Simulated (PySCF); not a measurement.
# C3H6GeN2: the cost of one run

Computed with PySCF 2.14.0 and routines of our own; the level stands in each step. Atoms count from 0.

## 1. The system as given

12 atoms, charge 0, multiplicity 1; geometry from: GFN2-xTB.

## 2. Geometry optimisation at PBE0-D3(BJ)/def2-SVP

The job: settings as JSON, then the geometry in Å.

```
{"job": {"xc": "PBE0", "basis": "def2-SVP", "d3": "d3bj", "grid": 1, "maxiter": 30, "shake": 0.01, "kind": "geom"}, "charge": 0, "multiplicity": 1}
Ge     2.113390     0.026420    -0.261360
N      0.270410     0.043580    -0.001950
C     -0.583580    -0.051800     1.043600
C     -1.811190    -0.075290     0.557160
C     -1.689240    -0.000960    -0.840440
N     -0.417420     0.083600    -1.154530
H      2.284100     0.836600    -1.508050
H      2.562630    -1.359950    -0.416650
H      2.707450     0.680160     0.966560
H     -0.190040    -0.090460     2.067260
H     -2.768560    -0.143070     1.121750
H     -2.438250     0.022880    -1.582370
```

Run with:

```bash
OMP_NUM_THREADS=1 python heavy_run.py task.json out
```

The driver reads the jobs from task.json and runs them one after another.

**Question.** How long does this first job take on 1 thread of Arm Neoverse V1, shared host, and how much memory does it need?

About 2.2 min, with a peak of 0.56 GiB.
